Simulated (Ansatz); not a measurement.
# EuAl2Zn2: the cost of one run

Program: Ansatz 0.2.0. Level of theory: DFT PBEsol, scalar-relativistic, plane waves, PAW. These are calculated values, not measurements.

1 further run of the same task is left out (set aside as unsound or not needed).

## Step 1: The system as given

The cell holds 20 atoms (Al8Eu4Zn8): a = 5.856 Å, b = 5.856 Å, c = 11.013 Å, α = 90.00°, β = 90.00°, γ = 90.00°.

The coordinates of this cell stand in the input of its own run.

The host was relaxed before at PBEsol: a = 4.141 Å, b = 4.141 Å, c = 11.013 Å, α = 90.00°, β = 90.00°, γ = 90.00° (conventional cell), 18.881 Å³/atom.

Places, in fractions of the supercell: Al in place of Eu at (0.500, 0.500, 0.000); Eu in place of Al at (0.250, 0.250, 0.250). Its neighbours start displaced at random by about 0.03 Å.

## Step 2: The perfect crystal in the supercell of 20 atoms

File input.yaml:

```yaml
crystal:
  lattice:
    - [-4.1405187692, -4.1405187692, 0.0]
    - [4.1405187692, -4.1405187692, 0.0]
    - [0.0, 0.0, 11.0131097212]
  atoms:
    - { symbol: Al, position: [0.25, 0.25, 0.25] }
    - { symbol: Al, position: [0.25, 0.75, 0.75] }
    - { symbol: Al, position: [0.75, 0.75, 0.25] }
    - { symbol: Al, position: [0.75, 0.25, 0.75] }
    - { symbol: Al, position: [0.25, 0.75, 0.25] }
    - { symbol: Al, position: [0.25, 0.25, 0.75] }
    - { symbol: Al, position: [0.75, 0.25, 0.25] }
    - { symbol: Al, position: [0.75, 0.75, 0.75] }
    - { symbol: Eu, position: [0.5, 0.5, 0.0], spin: 7.33 }
    - { symbol: Eu, position: [0.5, 0.0, 0.5], spin: 7.33 }
    - { symbol: Eu, position: [1.0, 0.0, 0.0], spin: 7.33 }
    - { symbol: Eu, position: [1.0, 0.5, 0.5], spin: 7.33 }
    - { symbol: Zn, position: [0.5, 0.5, 0.6102421761] }
    - { symbol: Zn, position: [0.5, 0.0, 0.1102421761] }
    - { symbol: Zn, position: [1.0, 0.0, 0.6102421761] }
    - { symbol: Zn, position: [1.0, 0.5, 0.1102421761] }
    - { symbol: Zn, position: [0.0, 0.5, 0.8897578239] }
    - { symbol: Zn, position: [0.0, 0.0, 0.3897578239] }
    - { symbol: Zn, position: [0.5, 0.0, 0.8897578239] }
    - { symbol: Zn, position: [0.5, 0.5, 0.3897578239] }
basis:
  ecutwfc: 420
  xc_grid: 2
kpoints:
  mp_grid: { grid: [4, 4, 2], shift: [0.5, 0.5, 0.5] }
hamiltonian:
  xc: pbesol
scf:
  occupations: { method: gaussian, width: 0.05 }
  lower_state_search: "off"
output:
  forces: true
  stress: true
  eigenvalues: true
  populations: true
  hubbard: { sites: [{ species: Eu, l: f }] }
magnetization:
  spin_polarized: true
```

Launch:

```sh
$ ansatz run input.yaml --threads 8 --pin off --max-ram 14336MiB --backend cpu --events-out ev --progress --plain --runs-dir out
```

What time and memory should one allow on 8 threads of Arm Neoverse V2, shared host?

About 6.1 s, with a peak of 1.5 GiB.
